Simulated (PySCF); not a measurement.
# C9H10N3Se: the cost of one run

Programs: PySCF 2.14.0, with density-fitted response routines of our own. Each step states its level of theory. These are calculated values for one molecule in the gas phase, unless marked as measured. Atoms are numbered from 0 throughout.

## Step 1: Starting geometry

23 atoms, charge -1, multiplicity 1; geometry from: GFN2-xTB.

Bonds of the start (Å): C0–N1 1.43, N1–C2 1.38, C2–C3 1.38, C3–C4 1.42, C4–C5 1.41, C5–C6 1.39, C6–C7 1.40, C7–N8 1.33, C3–N9 1.39, N9–C10 1.44, N9–C11 1.34, C11–Se12 1.84, C11–N1 1.34, N8–C4 1.37, C0–H13 1.11, C0–H14 1.09, C0–H15 1.08, C2–H16 1.07, C5–H17 1.08, C6–H18 1.08, C7–H19 1.08, C10–H20 1.10, C10–H21 1.10, C10–H22 1.08.

## Step 2: Optimising the geometry at PBE0-D3(BJ)/def2-SVP

The job: settings as JSON, then the geometry in Å.

```
{"job": {"xc": "PBE0", "basis": "def2-SVP", "d3": "d3bj", "grid": 1, "kind": "geom"}, "charge": -1, "multiplicity": 1}
C     -2.553770    -1.763690     0.321060
N     -1.279120    -1.119410     0.228900
C     -0.060530    -1.724520     0.447980
C      0.926150    -0.785020     0.259740
C      2.337030    -0.936620     0.360520
C      3.017460    -2.125030     0.680430
C      4.367980    -1.811560     0.645570
C      4.433300    -0.458850     0.310440
N      3.227180     0.076160     0.137380
N      0.262380     0.384400    -0.072530
C      0.882000     1.646530    -0.363110
C     -1.062090     0.164420    -0.087190
Se    -2.357510     1.405440    -0.474090
H     -2.700310    -2.149280     1.349800
H     -3.325300    -1.024090     0.107740
H     -2.631360    -2.582330    -0.374950
H      0.006260    -2.758080     0.713860
H      2.569260    -3.079120     0.905180
H      5.200960    -2.470300     0.835450
H      5.318760     0.147450     0.186470
H      1.962900     1.490930    -0.280030
H      0.606280     1.967250    -1.382590
H      0.537720     2.397830     0.332350
```

Q: Estimate the wall time of this first job on 8 threads of Intel Xeon Platinum 8559C (Emerald Rapids), shared host.

About 3.7 min.
